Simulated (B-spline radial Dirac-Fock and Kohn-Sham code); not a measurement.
# Ru: core levels and X-ray properties

Aim: for the free ruthenium atom, compute how cheaper methods do for the levels.

Method: a free atom or ion on a radial basis; each step names its model; computed with B-spline radial Dirac-Fock and Kohn-Sham code, version 2.

## Step 1: The atom as given

The free ruthenium atom, configuration [Kr] 4d7 5s1.

```
nuclear charge     : 44
electrons          : 44
mass number        : 102
nuclear rms radius : 4.4809 fm
```

## Step 2: Dirac PBE, for comparison

Model: Dirac-Kohn-Sham PBE, finite nucleus, spherical and without spin polarisation.

Settings, as recorded:

```ini
task = binding-ladder
Z = 44
charge = 0
configuration = 1s2 2s2 2p6 3s2 3p6 3d10 4s2 4p6 4d7 5s1
mass_number = 102
rms_radius = 4.4809  # fm
method = pbe,pbe
relativity = dirac
```

The program writes no log. Results of the run, from its result record (rounded, main fields):

```text
status: converged
shells: ["K", "L1", "L2", "L3", "M1", "M2", "M3", "M4", "M5", "N1", "N2", "N3", "N4,5", "O1"]
minus_eigenvalue [eV]: [21925.3, 3151.71, 2912.23, 2781.31, 555.05, 462.138, 439.925, 275.491, 271.164, 76.3276, 48.714, 45.3352, 5.2053, 4.23995]
delta_scf [eV]: [22211.7, 3198.9, 2971.46, 2837.67, 570.208, 477.609, 454.962, 291.713, 287.237, 82.6715, 54.7746, 51.3055, 10.113, 7.29353]
total_energy [Ha]: -4531.46475
dirac_fock_binding [eV]: [22125.4, 3238.84, 2976.59, 2847.59, 596.681, 494.497, 472.027, "-", 287.804, "-", 56.8363, 53.5056, 8.14871, 5.93294]
```

Against the Dirac-Fock value with Breit and QED (eV):

| level | -ε | miss | ΔSCF | miss | Dirac-Fock |
| --- | --- | --- | --- | --- | --- |
| K | 21925.3 | -200.1 | 22211.7 | +86.4 | 22125.4 |
| L1 | 3151.7 | -87.1 | 3198.9 | -39.9 | 3238.8 |
| L2 | 2912.2 | -64.4 | 2971.5 | -5.1 | 2976.6 |
| L3 | 2781.3 | -66.3 | 2837.7 | -9.9 | 2847.6 |
| M1 | 555.0 | -41.6 | 570.2 | -26.5 | 596.7 |
| M2 | 462.1 | -32.4 | 477.6 | -16.9 | 494.5 |
| M3 | 439.9 | -32.1 | 455.0 | -17.1 | 472.0 |
| M5 | 271.2 | -16.6 | 287.2 | -0.6 | 287.8 |
| N2 | 48.71 | -8.1 | 54.77 | -2.1 | 56.84 |
| N3 | 45.34 | -8.2 | 51.31 | -2.2 | 53.51 |
| N4,5 | 5.21 | -2.9 | 10.11 | +2.0 | 8.15 |
| O1 | 4.24 | -1.7 | 7.29 | +1.4 | 5.93 |

## Step 3: The levels by Dirac PBE0

Model: Dirac generalised Kohn-Sham PBE0, finite nucleus, spherical and without spin polarisation.

The run's settings:

```ini
task = binding-ladder
method = pbe0
relativity = dirac
```

The program writes no log. Results of the run, from its result record (rounded, main fields):

```text
status: converged
shells: ["K", "L1", "L2", "L3", "M1", "M2", "M3", "M4", "M5", "N1", "N2", "N3", "N4,5", "O1"]
minus_eigenvalue [eV]: [22007.2, 3184.17, 2939.73, 2808.61, 570.076, 474.886, 452.435, 284.3, 279.94, 81.4706, 52.495, 49.0571, 5.94498, 4.10924]
delta_scf [eV]: ["-", "-", "-", "-", "-", "-", "-", "-", "-", "-", "-", "-", "-", "-"]
total_energy [Ha]: -4531.31548
dirac_fock_binding [eV]: [22125.4, 3238.84, 2976.59, 2847.59, 596.681, 494.497, 472.027, "-", 287.804, "-", 56.8363, 53.5056, 8.14871, 5.93294]
```

PBE0 hole states are left blank: with spherical, unpolarised holes they carry a fractional-spin error.

Beside the Dirac-Fock ΔSCF result with Breit and QED, in eV:

| level | -ε | miss | Dirac-Fock |
| --- | --- | --- | --- |
| K | 22007.2 | -118.2 | 22125.4 |
| L1 | 3184.2 | -54.7 | 3238.8 |
| L2 | 2939.7 | -36.9 | 2976.6 |
| L3 | 2808.6 | -39.0 | 2847.6 |
| M1 | 570.1 | -26.6 | 596.7 |
| M2 | 474.9 | -19.6 | 494.5 |
| M3 | 452.4 | -19.6 | 472.0 |
| M5 | 279.9 | -7.9 | 287.8 |
| N2 | 52.49 | -4.3 | 56.84 |
| N3 | 49.06 | -4.4 | 53.51 |
| N4,5 | 5.94 | -2.2 | 8.15 |
| O1 | 4.11 | -1.8 | 5.93 |

## Step 4: Cost and miss by method

| method | level | eigenvalue miss (%) | ΔSCF miss (%) | time |
| --- | --- | --- | --- | --- |
| Dirac PBE | K | -0.90 | +0.39 | 10 s |
| Dirac PBE0 | K | -0.53 | - | 11 s |

Times cover the ground state and all hole states of a step, on one thread of a shared host; states solved in an earlier step are reused, and a first call can include compiling.

## Step 5: Summary of results

| quantity | value |
| --- | --- |
| Dirac PBE, K: eigenvalue / ΔSCF | 21925.3 / 22211.7 eV |
| Dirac PBE0, K: eigenvalue | 22007.2 eV |

Dirac PBE misses the K level by -0.9 % with its eigenvalue and by +0.4 % with ΔSCF. Breit and QED terms, which only the reference holds, shift this level by tenths of a per cent, so the eigenvalue's nearness can be cancellation. Dirac PBE0 misses the K level by -0.5 % with its eigenvalue. The Hartree-Fock and Dirac-Fock values hold no electron correlation.
